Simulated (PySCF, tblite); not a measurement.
**C₅H₄FS radical: geometry, infrared bands and EPR parameters**

What infrared bands and EPR parameters should C₅H₄FS radical (`C=[C]C(=C=S)CF`) show?

The runs use tblite 0.8.0 and PySCF 2.14.0, with density-fitted response routines of our own; the level of theory stands in each step. All values are computed, except where a source is named. Atoms are numbered from 0 throughout.

## (1) The molecule as given

11 atoms, charge 0, multiplicity 2; geometry from: force field or distance geometry start.

Bonds of the start (Å): C0–C1 1.34, C1–C2 1.44, C2–C3 1.32, C3–S4 1.61, C2–C5 1.49, C5–F6 1.38, C0–H7 1.08, C0–H8 1.08, C5–H9 1.10, C5–H10 1.12.

## (2) Relaxing the molecule with GFN2-xTB

The job: settings as JSON, then the geometry in Å.

```
{"job": {"kind": "relax", "xc": "GFN2-xTB", "basis": "xTB"}, "charge": 0, "multiplicity": 2}
C      1.936800    -0.228800     0.448700
C      0.997800     0.509400     1.054300
C     -0.326100     0.463200     0.486100
C     -0.870700     1.601900     0.105500
S     -1.538100     2.994600    -0.361600
C     -1.113100    -0.789200     0.291600
F     -0.414600    -1.645500    -0.537100
H      2.955700    -0.250800     0.819000
H      1.727500    -0.823500    -0.428700
H     -2.102800    -0.548600    -0.115700
H     -1.246900    -1.280000     1.291900
```

Run with:

```sh
$ OMP_NUM_THREADS=1 python probes_run.py task.json out
```

This one command runs all jobs of the session in turn.

**Question.** This job is followed by: GFN2-xTB harmonic vibrations, gas phase; UKS B3LYP, pcH-1 on C F H S, non-relativistic, mean-field spin-orbit, GIAO. What will the session give for the following? strongest single infrared mode (GFN2-xTB); zero-point energy (GFN2-xTB); g(iso) (B3LYP); ⟨S²⟩; largest a(iso) (averaged by class); potential on the surface of density 0.002 e/bohr³, 1st and 99th percentile; property runs in this session.

As calculated:

| quantity | value |
| --- | --- |
| strongest single infrared mode (GFN2-xTB) | 1571 cm⁻¹, 159 km/mol |
| zero-point energy (GFN2-xTB) | 43.2 kcal/mol |
| g(iso) (B3LYP) | 1.99311 |
| ⟨S²⟩ | 0.768 (exact 0.75) |
| largest a(iso) (averaged by class) | 13C on C3, 157.6 MHz |
| potential on the surface of density 0.002 e/bohr³, 1st and 99th percentile | -1.01 V and 1.17 V |
| property runs in this session | 1, of which 0 failed and 1 gave unsound results |

In words: Relaxing lowered the energy by 0.888 eV in 82 steps; the close pair that moved most is C1–C2, from 1.441 to 1.343 Å. No mode is imaginary among the 27: a minimum at this level. The strongest single mode, at 1571 cm⁻¹, moves mainly C3. Unscaled tight-binding wavenumbers are off by several per cent, some by more. Its intensities can rank the bands wrongly. The largest spin populations lie on C3 (0.49 e), C1 (0.36 e). The isotropic g lies 9.2 ppt below the free-electron value. These values are not to be trusted: the run shows nearly degenerate orbitals, where second-order g theory doesn't apply. These values are for one conformer; the search (at its own cheap level) found 2 more, at 0.05, 0.14 kcal/mol, and measured spectra average over such forms.
